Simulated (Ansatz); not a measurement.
# Li+ with C₂H₆: structure and interaction energy

An exercise on one series of results from a longer session: the logs are not shown, and one member is left open.

Computed with Ansatz 0.2.0, Gaussian basis. Level: PBE0-D4 structure, single points in def2-TZVPPD.

Levels: PBE-D4, revPBE-D4, BLYP-D4, r2SCAN-D4, B97M-V, PBE0-D4, B3LYP-D4, HSE06-D4, wB97X-V, wB97M-V, B2PLYP, Hartree-Fock, MP2, CCSD, CCSD(T). The reference is CCSD(T) extrapolated to the basis limit.

Cores are frozen in the correlated methods. The outer core shell of Li, Na, Mg and K is correlated. B3LYP uses VWN-RPA correlation. B2PLYP carries no dispersion term here.

164 further runs of the same task are left out: 1 that didn't finish, 163 set aside as unsound or not needed.

### The starting structure

The pair, from a GFN2-xTB docking trial: 9 atoms, charge 1, spin multiplicity 1.

Atoms are counted from 1 here; the program's logs count them from 0.

Bond lengths: Li1–C3 2.400 Å, Li1–H4 2.025 Å, C2–C3 1.530 Å, C2–H4 1.113 Å, C2–H5 1.089 Å, C2–H6 1.089 Å, C3–H7 1.087 Å, C3–H8 1.101 Å, C3–H9 1.103 Å. Angles: C3–Li1–H4 59.3°, C3–C2–H4 112.7°, C3–C2–H5 110.2°, C3–C2–H6 110.0°, H4–C2–H5 108.1°, H4–C2–H6 107.9°, H5–C2–H6 107.7°, Li1–C3–C2 79.5°, Li1–C3–H7 170.6°, Li1–C3–H8 71.2°, Li1–C3–H9 66.7°, C2–C3–H7 109.6°, C2–C3–H8 111.4°, C2–C3–H9 111.4°, H7–C3–H8 106.6°, H7–C3–H9 106.6°, H8–C3–H9 111.1°, Li1–H4–C2 108.4°.

As a file:

```
Li    0.1031    0.2999   -2.1035
C     0.2078    0.6638    0.4694
C    -0.2324   -0.7357    0.0350
H     0.4748    1.3166   -0.3919
H    -0.5878    1.1518    1.0311
H     1.0785    0.5955    1.1195
H    -0.4724   -1.3304    0.9121
H     0.5764   -1.2649   -0.4925
H    -1.1480   -0.6965   -0.5793
```

Atoms 1 to 1 are fragment A (Li+), the rest fragment B (C₂H₆).

Set-up of the first run:

Contents of pre/in.yaml:

```yaml
crystal:
  periodic: [false, false, false]
  atoms:
    - {symbol: Li, position_ang: [0.103100, 0.299900, -2.103500]}
    - {symbol: C, position_ang: [0.207800, 0.663800, 0.469400]}
    - {symbol: C, position_ang: [-0.232400, -0.735700, 0.035000]}
    - {symbol: H, position_ang: [0.474800, 1.316600, -0.391900]}
    - {symbol: H, position_ang: [-0.587800, 1.151800, 1.031100]}
    - {symbol: H, position_ang: [1.078500, 0.595500, 1.119500]}
    - {symbol: H, position_ang: [-0.472400, -1.330400, 0.912100]}
    - {symbol: H, position_ang: [0.576400, -1.264900, -0.492500]}
    - {symbol: H, position_ang: [-1.148000, -0.696500, -0.579300]}
basis:
  gaussian: {orbitals: def2-SVP}
total_charge: 1
hamiltonian: {xc: pbe, dispersion: d4}
relax: {f_tol: 0.03, max_steps: 250}
```

On the command line:

```bash
$ ansatz run in.yaml --threads 2 --pin off --events-out ev --progress --plain --max-ram 5222MiB
```

Steps of the session up to this table: A first relaxation in a small basis; Relaxation at PBE0-D4; wB97X-V/def2-TZVPPD; wB97M-V/def2-TZVPPD; B2PLYP/def2-TZVPPD; B97M-V/def2-TZVPPD; CCSD(T)/def2-TZVPPD; MP2/def2-QZVPPD; Vibrations of the pair.

One table of the session follows, with a row left open; its other results are not shown here.

| method | interaction (meV) |
| --- | --- |
| PBE-D4 | -848 |
| revPBE-D4 | -793 |
| BLYP-D4 | -806 |
| r2SCAN-D4 | -771 |
| B97M-V | -758 |
| PBE0-D4 | -844 |
| B3LYP-D4 | -820 |
| HSE06-D4 | -844 |
| wB97X-V | -799 |
| wB97M-V | -804 |
| B2PLYP | -791 |
| Hartree-Fock | -696 |
| MP2 | -733 |
| CCSD | -727 |
| CCSD(T) | -729 |
| CCSD(T)/CBS | ? |

Estimate the missing values for CCSD(T)/CBS.

The run gave: interaction (meV): -766. In the column «interaction (meV)» it lies between r2SCAN-D4 (-771) and B97M-V (-758).
